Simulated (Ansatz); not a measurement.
Write a Python script for Ansatz 0.2.0, Python API that makes a rigid torsion scan of CH7NSSn, SMILES C[S][SnH2][NH2]. Use (for the species named): PBE, def2-SVP basis, multiplicity 1.

```xyz
11

C    -0.9244    1.3888   -0.6246
S     0.3733    1.6975    0.5493
Sn    0.4744   -0.6372    1.1419
N     1.1080   -1.7387   -0.5013
H    -0.6322    0.7525   -1.4678
H    -1.8502    1.0065   -0.1220
H    -1.2408    2.4107   -1.0721
H    -1.0126   -1.1583    1.7389
H     1.7187   -0.8314    2.4478
H     1.8320   -1.2476   -0.9290
H     0.2190   -1.6998   -1.1403
```

The script, `ch7nssn_torsion.py`:
```python
import logging
import sys
import warnings

import ansatz as az
from ase import Atoms

logging.basicConfig(stream=sys.stdout, format="[%(levelname)s] %(message)s")
log = logging.getLogger("ch7nssn")
log.setLevel(logging.INFO)

BASIS = "def2-SVP"
XC = "pbe"
FMAX = 0.02


def main() -> None:
    warnings.simplefilter("ignore", az.DeckWarning)

    atoms = Atoms(["C", "S", "Sn", "N", "H", "H", "H", "H", "H", "H", "H"], positions=[
        [-0.9244, 1.3888, -0.6246],
        [0.3733, 1.6975, 0.5493],
        [0.4744, -0.6372, 1.1419],
        [1.108, -1.7387, -0.5013],
        [-0.6322, 0.7525, -1.4678],
        [-1.8502, 1.0065, -0.122],
        [-1.2408, 2.4107, -1.0721],
        [-1.0126, -1.1583, 1.7389],
        [1.7187, -0.8314, 2.4478],
        [1.832, -1.2476, -0.929],
        [0.219, -1.6998, -1.1403],
    ])

    first = (
        az.Crystal.molecule_from_ase(atoms).calculation()
        .basis(gaussian=BASIS)
        .functional(XC)
        .accuracy("medium")
        .relax(force_tolerance=FMAX, max_steps=80)
    )
    atoms.positions = first.run().report["positions_ang"]

    start = atoms.get_dihedral(3, 2, 1, 0)
    energies = {}
    for turn in range(0, 360, 30):
        turned = atoms.copy()
        turned.set_dihedral(3, 2, 1, 0, start + turn, indices=[0, 1, 4, 5, 6])
        model = az.Crystal.molecule_from_ase(turned).calculation()
        model = model.basis(gaussian=BASIS)
        model = model.functional(XC).accuracy("medium")
        energies[round((start + turn) % 360)] = model.run().report["free_energy_ev"]
    floor = min(energies.values())
    log.info("dihedral N3-Sn2-S1-C0 (deg)   E - E(min) (eV)")
    for angle, e in sorted(energies.items()):
        log.info(f"{angle:8d} {(e - floor):14.3f}  " + "#" * int(30 * (e - floor) / max(max(energies.values()) - floor, 1e-9)))


if __name__ == "__main__":
    main()
```

```console
$ python ch7nssn_torsion.py
[INFO] dihedral N3-Sn2-S1-C0 (deg)   E - E(min) (eV)
[INFO]       10          0.078  ##############################
[INFO]       40          0.028  ##########
[INFO]       70          0.000
[INFO]      100          0.024  #########
[INFO]      130          0.059  ######################
[INFO]      160          0.064  ########################
[INFO]      190          0.053  ####################
[INFO]      220          0.043  ################
[INFO]      250          0.030  ###########
[INFO]      280          0.015  #####
[INFO]      310          0.032  ############
[INFO]      340          0.071  ###########################
```

What to keep in mind:
- The settings weren't tested for convergence.
- The scan is rigid and the energies are electronic, in a modest basis. With rigid groups the curve can differ much from the relaxed path, the start wasn't checked as a minimum of this torsion, and equivalent turns needn't return to the same energy.
- def2 sets replace the cores of elements past krypton by effective core potentials.
- Wall time of the script: 92 s on 1 thread of Arm Neoverse V2 (shared host), peak memory 0.23 GiB.
